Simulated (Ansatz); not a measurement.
# MnSn2: magnetic states

The task here is to estimate one member of a computed series from the others.

Program: Ansatz 0.2.0. Level of theory: DFT PBEsol, scalar-relativistic, plane waves, PAW. These are calculated values, not measurements.

1 further run of the same task is left out (set aside as unsound or not needed).

## Starting point

It takes space group I4/mcm (No. 140, tetragonal). Conventional cell: a = 6.646 Å, b = 6.646 Å, c = 5.425 Å, α = 90.00°, β = 90.00°, γ = 90.00°. Mn (site symmetry 422) is surrounded by 2 Mn at 2.71 Å and 8 Sn at 2.84 Å. Sn (site symmetry m2m) is surrounded by 4 Mn at 2.84 Å and 3 Sn at 2.99 to 3.21 Å.

Structure file:

```cif
data_structure
_symmetry_space_group_name_H-M 'I4/mcm'
_symmetry_Int_Tables_number 140
_cell_length_a 6.6460
_cell_length_b 6.6460
_cell_length_c 5.4250
_cell_angle_alpha 90.000
_cell_angle_beta 90.000
_cell_angle_gamma 90.000
_cell_volume 239.62
loop_
_atom_site_label
_atom_site_type_symbol
_atom_site_symmetry_multiplicity
_atom_site_Wyckoff_symbol
_atom_site_fract_x
_atom_site_fract_y
_atom_site_fract_z
_atom_site_occupancy
Mn1 Mn 4 a 0.00000 0.00000 0.25000 1
Sn1 Sn 8 h 0.15900 0.65900 0.00000 1
```

Source of the structure: the Crystallography Open Database. It is taken as it stands there.

## The base run, which the others are set against

input.yaml reads:

```yaml
crystal:
  lattice:
    - [-3.323, 3.323, 2.7125]
    - [3.323, -3.323, 2.7125]
    - [3.323, 3.323, -2.7125]
  atoms:
    - { symbol: Mn, position: [0.75, 0.75, 0.0], spin: 2.79 }
    - { symbol: Mn, position: [0.25, 0.25, 0.0], spin: 2.79 }
    - { symbol: Sn, position: [0.159, 0.659, 0.818] }
    - { symbol: Sn, position: [0.659, 0.841, 0.5] }
    - { symbol: Sn, position: [0.841, 0.341, 0.182] }
    - { symbol: Sn, position: [0.341, 0.159, 0.5] }
basis:
  ecutwfc: 420
kpoints:
  mp_grid: { grid: [8, 8, 8] }
hamiltonian:
  xc: pbesol
scf:
  occupations: { method: gaussian, width: 0.1 }
output:
  forces: true
  stress: true
  eigenvalues: true
  populations: true
magnetization:
  spin_polarized: true
```

Its results, from an earlier run: -5256.0989 eV/atom at zero smearing, pressure -5.03 GPa, largest force 0.479 eV/Å, no gap on the mesh, site moments Mn +2.46 (×2), Sn -0.08 (×4) μB, in 13 SCF cycles and 87 s.

The first run:

input.yaml reads:

```yaml
crystal:
  lattice:
    - [-3.323, 3.323, 2.7125]
    - [3.323, -3.323, 2.7125]
    - [3.323, 3.323, -2.7125]
  atoms:
    - { symbol: Mn, position: [0.75, 0.75, 0.0] }
    - { symbol: Mn, position: [0.25, 0.25, 0.0] }
    - { symbol: Sn, position: [0.159, 0.659, 0.818] }
    - { symbol: Sn, position: [0.659, 0.841, 0.5] }
    - { symbol: Sn, position: [0.841, 0.341, 0.182] }
    - { symbol: Sn, position: [0.341, 0.159, 0.5] }
basis:
  ecutwfc: 420
kpoints:
  mp_grid: { grid: [8, 8, 8] }
hamiltonian:
  xc: pbesol
scf:
  occupations: { method: gaussian, width: 0.1 }
  lower_state_search: "off"
output:
  forces: true
  stress: true
  eigenvalues: true
```

Run with:

```console
> ansatz run input.yaml --threads 1 --pin off --max-ram 2560MiB --backend cpu --events-out ev --progress --plain --runs-dir out
```

Steps of the session up to this table: Start: no spin polarisation; Magnetic start: ferromagnetic; Magnetic start: large parallel starting moments; Start: antiferromagnetic in the cell, signs +-; Start: small parallel starting moments.

One table of the session follows, with a row left open; its other results are not shown here.

It belongs to the step «Which state is lowest». 

| start | energy above the lowest (meV/atom) | pressure (GPa) |
| --- | --- | --- |
| ferromagnetic | 0.00 | -5.0 |
| large parallel starting moments | 0.00 | -5.0 |
| small parallel starting moments | 0.00 | -5.0 |
| antiferromagnetic in the cell, signs +- | ? | ? |
| no spin | 132 | -10.0 |

**Question.** Estimate the row for antiferromagnetic in the cell, signs +-.

The run gave: energy above the lowest (meV/atom): 33.6; pressure (GPa): -2.4. In the column «energy above the lowest (meV/atom)» it lies between small parallel starting moments (0.00) and no spin (132).
